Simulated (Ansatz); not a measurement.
# P2C2O: the cost of one run

Computed with Ansatz 0.2.0 (DFT PBE+D3(BJ), scalar-relativistic, plane waves, PAW, unless a step's input says otherwise).

2 further runs of the same task are left out: 1 that didn't finish, 1 set aside as unsound or not needed.

### 1 Starting point

The structure is orthorhombic, space group Immm (No. 71). Conventional cell: a = 4.026 Å, b = 5.056 Å, c = 7.672 Å, α = 90.00°, β = 90.00°, γ = 90.00°. P (site symmetry mm2) is surrounded by 6 C at 2.66 to 2.80 Å and 4 O at 2.97 to 3.05 Å. C (site symmetry m2m) is surrounded by 2 C at 2.35 to 2.70 Å and 2 O at 2.43 Å and 6 P at 2.66 to 2.80 Å. O (site symmetry mmm) is surrounded by 4 C at 2.43 Å.

As a file:

```cif
data_structure
_symmetry_space_group_name_H-M 'P 1'
_symmetry_Int_Tables_number 1
_cell_length_a 5.0159
_cell_length_b 5.0159
_cell_length_c 5.0159
_cell_angle_alpha 132.675
_cell_angle_beta 119.470
_cell_angle_gamma 80.224
_cell_volume 78.09
loop_
_atom_site_label
_atom_site_type_symbol
_atom_site_fract_x
_atom_site_fract_y
_atom_site_fract_z
_atom_site_occupancy
P1 P 0.70195 0.20195 0.50000 1
P2 P 0.29805 0.79805 0.50000 1
C1 C 0.26748 0.50000 0.76748 1
C2 C 0.73252 0.50000 0.23252 1
O1 O 0.00000 0.00000 0.00000 1
```

Recipe of the guess: species swapped into a database cell of Tb2ZnNi2 (Immm, No. 71), with P on the Tb sites, O on the Zn sites and C on the Ni sites. The dimensions are guesses.

### 2 Probe: one point on a coarse mesh

File input.yaml:

```yaml
crystal:
  lattice:
    - [-2.01312309, 2.52799718, 3.83606552]
    - [2.01312309, -2.52799718, 3.83606552]
    - [2.01312309, 2.52799718, -3.83606552]
  atoms:
    - { symbol: P, position: [0.70194535, 0.20194535, 0.5] }
    - { symbol: P, position: [0.29805465, 0.79805465, 0.5] }
    - { symbol: C, position: [0.26747924, 0.5, 0.76747924] }
    - { symbol: C, position: [0.73252076, 0.5, 0.23252076] }
    - { symbol: O, position: [0.0, 0.0, 0.0] }
basis:
  ecutwfc: 420
kpoints:
  mp_grid: { grid: [6, 6, 6] }
hamiltonian:
  xc: pbe
  dispersion: d3bj
scf:
  occupations: { method: gaussian, width: 0.1 }
  lower_state_search: "off"
output:
  forces: true
  stress: true
  eigenvalues: true
```

Launch:

```console
ansatz run input.yaml --threads 1 --pin off --max-ram 2560MiB --backend cpu --events-out ev --progress --plain --runs-dir out
```

What time and memory should one allow on 1 thread of Arm Neoverse N1, shared host?

About 7.2 s, with a peak of 0.35 GiB.
